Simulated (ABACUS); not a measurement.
**Ag2Au3 in ABACUS: the effect of functional**

The system is Ag2Au3, a slab with vacuum.

```
Au Ag
1.0
     2.93517    0.00000    0.00000
    -1.46758    2.54193    0.00000
     0.00000    0.00000   24.39381
Au Ag
3 2
Direct
  0.66667 0.33333 0.30746
  0.66667 0.33333 0.50000
  0.66667 0.33333 0.69254
  0.00000 0.00000 0.40373
  0.00000 0.00000 0.59627
```

Alike in all runs:

| Property | Result |
| --- | --- |
| Program | ABACUS 3.10.1 |
| Task | single point |
| Potentials or basis | SG15 ONCV 1.2 PBE |
| Cutoff | 1361 eV |
| Density cutoff | 5442 eV |
| Basis | DZP LCAO (the cutoffs set its grid) |
| k mesh | 10 × 10 × 1 |
| Occupations | fermi-dirac, width 0.05 eV |
| Spin | no spin polarisation |

Question: One run gave: largest force 0.17 eV/Å. Which functional did it use?
A. LDA
B. BLYP
C. TPSS
D. PBEsol
E. SOGGA

Answer: E.

| functional | largest force (eV/Å) |
| --- | --- |
| LDA | 0.30 |
| PBEsol | 0.11 |
| SOGGA | 0.17 |
| BLYP | 0.70 |
| TPSS | 0.10 |

Caveats: the atomic orbitals were generated for these runs and aren't a published set; the potentials were made for another functional, which shifts forces and pressure; confined orbitals describe the vacuum poorly, which shifts work functions (some runs).

Runs at the PBE level aren't shown here.
